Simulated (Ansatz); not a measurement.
# C2H4ClSi (SMILES C=C[SiH]Cl): U-wB97M-V/def2-SVP

Aim: the electronic atomisation energy of C2H4ClSi at U-wB97M-V/def2-SVP, from 5 runs. 

The results are computed with Ansatz 0.2.0.

57 further runs of the same task are left out: 57 set aside as unsound or not needed.

## Step 1: The system as given

C2H4ClSi: 8 atoms, total charge 0, spin state doublet. As SMILES, `C=C[SiH]Cl`. The coordinates come from a PBE0-D4/def2-TZVP relaxation.

Bond lengths: C1–C2 1.335 Å, C2–Si3 1.841 Å, Si3–Cl4 2.059 Å, C1–H5 1.087 Å, C1–H6 1.086 Å, C2–H7 1.088 Å, Si3–H8 1.489 Å. Angles: C1–C2–Si3 122.0°, C2–Si3–Cl4 111.3°, C1–C2–H7 119.1°, Si3–C2–H7 118.7°, C2–C1–H5 121.9°, C2–C1–H6 122.0°, C2–Si3–H8 111.0°, Cl4–Si3–H8 109.0°, H5–C1–H6 116.1°.

## Step 2: The energy at U-wB97M-V/def2-SVP

run.yaml reads:

```yaml
crystal:
  periodic: [false, false, false]
  atoms:
    - {symbol: C, position_ang: [0.647000, 1.027000, -0.659700]}
    - {symbol: C, position_ang: [0.628500, -0.066700, 0.105400]}
    - {symbol: Si, position_ang: [-0.903600, -0.642600, 0.947100]}
    - {symbol: Cl, position_ang: [-1.031600, -2.697900, 0.941300]}
    - {symbol: H, position_ang: [-0.256900, 1.588200, -0.880600]}
    - {symbol: H, position_ang: [1.563900, 1.404900, -1.102500]}
    - {symbol: H, position_ang: [1.561300, -0.591000, 0.301600]}
    - {symbol: H, position_ang: [-2.116300, -0.079100, 0.291500]}
basis:
  gaussian:
    orbitals: def2-SVP
magnetization:
  spin_polarized: true
  initial_magnetization: 1
hamiltonian:
  xc: {name: wB97M-V}
accuracy: high
output: {orbitals: {seedname: orbitals}}
```

Started as:

```console
$ ansatz run run.yaml --threads 1 --pin off --max-ram 3480MiB --events-out events.jsonl --progress --plain --runs-dir runs
```

Output:

```text
Warning: RAYON_NUM_THREADS=1 ignored (pool sized by the plan → 1); use --threads N
Functional definition: wB97M-V
  name "wB97M-V"
  parameter omega = 0.3/bohr
  parameter cx = 0.15
  parameter cx01 = 1.007
  parameter cx10 = 0.259
  parameter css00 = 0.443
  parameter css04 = -1.437
  parameter css10 = -4.535
  parameter css20 = -3.390
  parameter css43 = 4.278
  parameter cos00 = 1.000
  parameter cos10 = 1.358
  parameter cos20 = 2.924
  parameter cos21 = -8.812
  parameter cos60 = -1.390
  parameter cos61 = 9.142
  parameter b = 6.0
  parameter c = 0.01
  gx(w, u) = 1 - cx + cx01*u + cx10*w
  gss(w, u) = css00 + css04*u^4 + css10*w + css20*w^2 + css43*w^4*u^3
  gos(w, u) = cos00 + cos10*w + (cos20 + cos21*u)*w^2 + (cos60 + cos61*u)*w^6
  exchange = spin_sum(e_x_unif_sr(omega)*gx(b97_w, b97_u_x)) + cx*exact_x_sr(omega) + exact_x_lr(omega)
  correlation = spin_sum(e_c_pw_mod_same_spin*gss(b97_w, b97_u_same))
      + integral(e_c_pw_mod_opposite_spin*gos(b97_w_opposite, b97_u_opposite)) + vv10(b, c)
1845 factors; integrals over basis functions are off by at most 4.0e-9 eV
362 factors; integrals over basis functions are off by at most 2.0e-9 eV
mean field evaluation 1: about -22524.0423 eV, gradient 2.6e1 eV
mean field evaluation 2: about -22525.0617 eV, gradient 2.4e1 eV
mean field evaluation 4: about -22528.2785 eV, gradient 1.0e0 eV
mean field evaluation 8: about -22528.4218 eV, gradient 1.1e-1 eV
mean field evaluation 16: about -22528.4224 eV, gradient 1.3e-3 eV
mean field evaluation 32: about -22528.4224 eV, gradient 9.7e-8 eV
mean field -22528.42237737 eV, -827.9042520551 hartree, gradient 9.7e-8 eV, S^2 0.755006; 0 other end points of the search recorded, 0 dependent functions left out
reference -22528.42238124 eV, -827.9042521975 hartree; 24, 23 occupied and 60, 61 virtual orbitals, 1845 factors
Total energy: -22528.42238124 eV, -827.9042521975 hartree
```

Wall time 58 s (1 thread of Intel Xeon Platinum 8488C (Sapphire Rapids), shared host); peak memory 1 GiB.

## Step 3: The C atom

run.yaml reads:

```yaml
crystal:
  periodic: [false, false, false]
  atoms:
    - {symbol: C, position_ang: [0.000000, 0.000000, 0.000000]}
basis:
  gaussian: {orbitals: def2-SVP}
magnetization: {spin_polarized: true, initial_magnetization: 2}
hamiltonian: {xc: {name: wB97M-V}}
total_charge: 0
accuracy: high
```

Run the same way, it converges to -37.79948 Eh (log not shown).

## Step 4: The Cl atom at the same level

job.yaml reads:

```yaml
basis:
  gaussian:
    orbitals: def2-SVP
crystal:
  periodic: [false, false, false]
  atoms:
    - symbol: Cl
      position_ang: [0.000000, 0.000000, 0.000000]
magnetization:
  spin_polarized: true
  initial_magnetization: 1
hamiltonian:
  xc: {name: wB97M-V}
accuracy: high
```

Run the same way, it converges to -459.96766 Eh (log not shown).

## Step 5: The H atom

job.yaml reads:

```yaml
crystal:
  periodic: [false, false, false]
  atoms:
    - {symbol: H, position_ang: [0.000000, 0.000000, 0.000000]}
basis:
  gaussian:
    orbitals: def2-SVP
magnetization:
  spin_polarized: true
  initial_magnetization: 1
hamiltonian:
  xc: {name: wB97M-V}
accuracy: high
```

Run the same way, it converges to -0.49171 Eh (log not shown).

## Step 6: The Si atom, same level

job.yaml reads:

```yaml
basis:
  gaussian:
    orbitals: def2-SVP
crystal:
  periodic: [false, false, false]
  atoms:
    - {symbol: Si, position_ang: [0.000000, 0.000000, 0.000000]}
magnetization:
  spin_polarized: true
  initial_magnetization: 2
hamiltonian:
  xc: {name: wB97M-V}
accuracy: high
```

Run the same way, it converges to -289.25435 Eh (log not shown).

## Step 7: Results

At U-wB97M-V/def2-SVP:

```
                                    quantity          value
                      molecule: total energy  -827.90425 Eh
molecule: HOMO energy (highest over α and β)       -7.63 eV
 molecule: LUMO energy (lowest over α and β)       -0.80 eV
                              molecule: ⟨S²⟩          0.755
                        C atom: total energy   -37.79948 Eh
                                C atom: ⟨S²⟩          2.002
                       Cl atom: total energy  -459.96766 Eh
                               Cl atom: ⟨S²⟩          0.751
                        H atom: total energy    -0.49171 Eh
                                H atom: ⟨S²⟩          0.750
                       Si atom: total energy  -289.25435 Eh
                               Si atom: ⟨S²⟩          2.001
               electronic atomisation energy      30.380 eV
```

What this shows: Taking the molecule apart into free atoms costs 30.38 eV (2931 kJ/mol), before zero-point energy and without spin-orbit coupling.
